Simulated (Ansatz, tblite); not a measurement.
# The cluster Rb₃H₃+: one state, many levels

Aim: run the doublet of the cluster Rb₃H₃+ at one geometry on many levels, and compare frontier levels, spin and run time.

Method: as each input shows; program: Ansatz 0.2.0, Gaussian basis.

The runs, in order: GFN1-xTB, GFN2-xTB, PBE-D4/def2-TZVP, r2SCAN-D4/def2-TZVP, revPBE-D4/def2-TZVP, BLYP-D4/def2-TZVP, CAM-B3LYP-D4/def2-TZVP, B97M-V/def2-TZVP, LDA/def2-TZVP, r2SCANh-D4/def2-TZVP, ωB97X-V/def2-TZVP, PBE-D4/def2-SVP, PBE0-D4/def2-SVP, CCSD(T)/def2-TZVPP, MP2/def2-TZVP, RPA/def2-TZVP.

**1. The structure**

The doublet was relaxed beforehand with PBE0-D4/def2-TZVP. At that level it is the lowest of the isomers that a small search found.

6 atoms, charge 1, spin multiplicity 2.

Bond lengths: Rb1–Rb2 5.245 Å, Rb1–Rb3 5.095 Å, Rb1–H4 2.586 Å, Rb3–H4 2.509 Å. Angles: Rb2–Rb1–Rb3 178.1°, Rb2–Rb1–H4 178.7°, Rb3–Rb1–H4 0.5°, Rb1–Rb3–H4 0.6°, Rb1–H4–Rb3 178.9°.

Coordinates:

```xyz
6
charge 1, multiplicity 2
Rb    1.2802    0.7652   -1.0498
Rb    5.7398    0.4142   -3.7889
Rb   -3.0751    1.2566    1.5476
H    -0.9271    0.9920    0.2782
H    -1.3619   -1.4217    1.3220
H    -1.6559   -2.0063    1.6909
```

Rb takes a core potential in the def2 sets. No spin-orbit coupling is included. The ion is computed in the gas phase, without counter-ions or solvent.

PBE0-D4/def2-TZVP was run before; its log isn't repeated, and its numbers join the tables.

**2. GFN1-xTB**

Tight binding, by tblite at 300 K electronic temperature and without a spin-polarisation term:

```python
tblite.interface.Calculator('GFN1-xTB', numbers, positions, charge=1, uhf=1).singlepoint()
```

Energy -61.3518 eV; 0.002 s.

**3. GFN2-xTB**

Tight binding, by tblite at 300 K electronic temperature and without a spin-polarisation term:

```python
tblite.interface.Calculator('GFN2-xTB', numbers, positions, charge=1, uhf=1).singlepoint()
```

Energy -49.7997 eV; 0.002 s.

**4. PBE-D4/def2-TZVP**

start.molden holds the orbitals of an earlier run on this state, given as this run's starting guess.

Contents of in.yaml:

```yaml
crystal:
  periodic: [false, false, false]
  atoms:
    - {symbol: Rb, position_ang: [1.280243, 0.765209, -1.049802]}
    - {symbol: Rb, position_ang: [5.739819, 0.414199, -3.788894]}
    - {symbol: Rb, position_ang: [-3.075108, 1.256551, 1.547581]}
    - {symbol: H, position_ang: [-0.927071, 0.991982, 0.278160]}
    - {symbol: H, position_ang: [-1.361941, -1.421688, 1.322034]}
    - {symbol: H, position_ang: [-1.655941, -2.006252, 1.690931]}
basis:
  gaussian: {orbitals: def2-TZVP, initial_orbitals: start.molden}
total_charge: 1
magnetization: {spin_polarized: true, initial_magnetization: 1}
hamiltonian: {xc: pbe, dispersion: d4}
scf: {omitted_lower_state_checks: [starts]}
output: {orbitals: {seedname: orbitals}}
```

Run with:

```console
$ ansatz run in.yaml --threads 4 --pin off --events-out ev --progress --plain --max-ram 3916MiB
```

Further steps of the session: r2SCAN-D4/def2-TZVP; revPBE-D4/def2-TZVP; BLYP-D4/def2-TZVP; CAM-B3LYP-D4/def2-TZVP; B97M-V/def2-TZVP; LDA/def2-TZVP; r2SCANh-D4/def2-TZVP; ωB97X-V/def2-TZVP; PBE-D4/def2-SVP; PBE0-D4/def2-SVP; CCSD(T)/def2-TZVPP; MP2/def2-TZVP; RPA/def2-TZVP.

**Question.** What will the summary of the whole plan be? Wanted: gap in def2-TZVP, named functionals, smallest and largest; correlation energy, CCSD(T)/def2-TZVPP; correlation energy, MP2/def2-TZVP; ⟨S²⟩ in def2-TZVP, named functionals, smallest and largest; PBE0 total energy, smallest basis above largest.

The runs gave:

| quantity | value |
| --- | --- |
| gap in def2-TZVP, named functionals, smallest and largest | 0.49 eV (BLYP-D4), 4.49 eV (ωB97X-V) |
| correlation energy, CCSD(T)/def2-TZVPP | -10.50 eV |
| correlation energy, MP2/def2-TZVP | -6.61 eV |
| ⟨S²⟩ in def2-TZVP, named functionals, smallest and largest | 0.750, 0.752 |
| PBE0 total energy, smallest basis above largest | 0.22 eV (def2-SVP, def2-TZVP) |

In words: Over the named functionals in def2-TZVP the gap runs from 0.49 eV (BLYP-D4) to 4.49 eV (ωB97X-V); exact exchange widens it.
